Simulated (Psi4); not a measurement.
**HF/6-31G(d) (spherical functions) run of CH6ClNSi (SMILES C[SiH](N)Cl)**

We compute energy and gradient of CH6ClNSi. The job is set up through a Python script.

The calculation is run with Psi4 1.11.

1 further run of the same task is left out (set aside as unsound or not needed).

### Step 1. Starting point

The species is CH6ClNSi (10 atoms), meant as a singlet with charge 0. As SMILES, `C[SiH](N)Cl`. One bond was lengthened or shortened from a relaxed shape.

Bond lengths: C1–Si2 1.853 Å, Si2–N3 1.706 Å, Si2–Cl4 2.394 Å, C1–H5 1.092 Å, C1–H6 1.092 Å, C1–H7 1.093 Å, Si2–H8 1.480 Å, N3–H9 1.008 Å, N3–H10 1.008 Å. Some angles: C1–Si2–N3 110.0°, C1–Si2–Cl4 106.9°, N3–Si2–Cl4 113.8°, C1–Si2–H8 113.9°, N3–Si2–H8 107.4°, Cl4–Si2–H8 105.0°, Si2–C1–H5 110.6°, Si2–C1–H6 110.4°, Si2–C1–H7 110.6°, Si2–N3–H9 120.0°.

### Step 2. Energy and gradient at HF/6-31G(d) (spherical functions)

Input file ch6clnsi.py:

```python
import psi4

psi4.set_memory(2200000000)
psi4.set_num_threads(1)
psi4.set_output_file('output.dat', False)

mol = psi4.geometry("""
C     -1.021887     1.073549    -0.155457
Si    -0.153187    -0.524351     0.200743
N      1.103213    -0.265951     1.324943
Cl     0.594900    -1.392500    -1.900800
H     -1.817587     0.922749    -0.887457
H     -1.457087     1.482949     0.759143
H     -0.324487     1.807549    -0.567257
H     -1.034087    -1.576251     0.756743
H      1.749913     0.495849     1.191743
H      1.565113    -1.055451     1.747943
units angstrom
symmetry c1
""")

psi4.set_options({
    'basis': '6-31G*',
    'puream': True,
    'e_convergence': 1e-09,
    'd_convergence': 1e-08,
    'scf_type': 'pk',
})

e, wfn = psi4.gradient('scf', molecule=mol, return_wfn=True)
psi4.oeprop(wfn, 'QUADRUPOLE', 'MAYER_INDICES', 'DIPOLE')
print('gradient / Eh bohr^-1')
print(e.np.round(6))
print(f'energy = {wfn.energy():.10f} Eh')
for k, v in sorted(psi4.core.scalar_variables().items()):
    print(f'{k:45s} {v:18.10f}')
```

On the command line:

```sh
$ python ch6clnsi.py
```

output.dat:

```text
[...]
  Running in c1 symmetry.
[...]
  Nuclear repulsion =  210.288818347576694
[...]
  Multiplicity = 1
[...]
  Nalpha       = 25
  Nbeta        = 25
[...]
    Number of basis functions: 76
[...]
   @RHF iter   1:  -844.15638673669162   -8.06577e-01   6.10990e-03 DIIS/ADIIS
[...]
   @RHF iter  12:  -844.27961490609368   -2.27374e-13   2.66262e-09 DIIS
[...]
  @RHF Final Energy:  -844.27961490609368
   => Energetics <=
    Nuclear Repulsion Energy =            210.2888183475766937
    One-Electron Energy =               -1584.3148989535065994
    Two-Electron Energy =                 529.7464656998363353
    Total Energy =                       -844.2796149060936841
[...]
  -Total Gradient:
     Atom            X                  Y                   Z
    ------   -----------------  -----------------  -----------------
       1        0.001948224110    -0.005881395616     0.009932752216
       2       -0.009928350735     0.021434325082     0.024778877551
       3       -0.009670810135     0.002802526705     0.004080108068
       4        0.016337645179    -0.019208802574    -0.045989680522
       5       -0.003123663148    -0.002283283181    -0.003365260952
       6       -0.002512900336     0.003028341719     0.003373140807
       7        0.004355342065     0.002208483501    -0.001930534306
       8       -0.005479395809    -0.001815388802     0.007507763200
       9        0.004830727943     0.006215115507    -0.001489439208
      10        0.003243180867    -0.006499922345     0.003102273149
[...]
 Multipole Moments:
 ------------------------------------------------------------------------------------
     Multipole            Electronic (a.u.)      Nuclear  (a.u.)        Total (a.u.)
 ------------------------------------------------------------------------------------
 L = 1.  Multiply by 2.5417464519 to convert [e a0] to [Debye]
 Dipole X            :          2.6545538           -2.7014906           -0.0469368
 Dipole Y            :         -4.9780894            5.8053630            0.8272737
 Dipole Z            :         -5.1878801            6.6015055            1.4136254
 Magnitude           :                                                    1.6385730
 L = 2.  Multiply by 1.3450342976 to convert [e a0^2] to [Debye ang]
 Quadrupole XX       :       -141.2351305          114.0080721          -27.2270584
 Quadrupole XY       :         76.2113452          -75.8713460            0.3399991
[...]
```

On the terminal:

```text
gradient / Eh bohr^-1
[[ 0.001948 -0.005881  0.009933]
 [-0.009928  0.021434  0.024779]
 [-0.009671  0.002803  0.00408 ]
 [ 0.016338 -0.019209 -0.04599 ]
 [-0.003124 -0.002283 -0.003365]
 [-0.002513  0.003028  0.003373]
 [ 0.004355  0.002208 -0.001931]
 [-0.005479 -0.001815  0.007508]
 [ 0.004831  0.006215 -0.001489]
 [ 0.003243 -0.0065    0.003102]]
energy = -844.2796149061 Eh
CURRENT ENERGY                                   -844.2796149061
CURRENT REFERENCE ENERGY                         -844.2796149061
DD SOLVATION ENERGY                                 0.0000000000
HF KINETIC ENERGY                                 844.1764109097
HF POTENTIAL ENERGY                             -1688.4560258158
HF TOTAL ENERGY                                  -844.2796149061
HF VIRIAL RATIO                                     2.0001222541
NUCLEAR REPULSION ENERGY                          210.2888183476
ONE-ELECTRON ENERGY                             -1584.3148989535
PCM POLARIZATION ENERGY                             0.0000000000
PE ENERGY                                           0.0000000000
SCF ITERATION ENERGY                             -844.2796149061
SCF ITERATIONS                                     12.0000000000
SCF TOTAL ENERGY                                 -844.2796149061
TWO-ELECTRON ENERGY                               529.7464656998
```

Wall time 6.3 s (1 thread of Intel Xeon Platinum 8375C at 2.90GHz (Ice Lake), shared host); peak memory 0.25 GiB.

### Step 3. Summary of results

At HF/6-31G* (spherical functions):

```
                quantity          value
            total energy  -844.27961 Eh
           dipole moment         4.16 D
             HOMO energy      -11.23 eV
             LUMO energy        3.76 eV
           HOMO–LUMO gap       14.99 eV
largest force on an atom     2.697 eV/Å
```
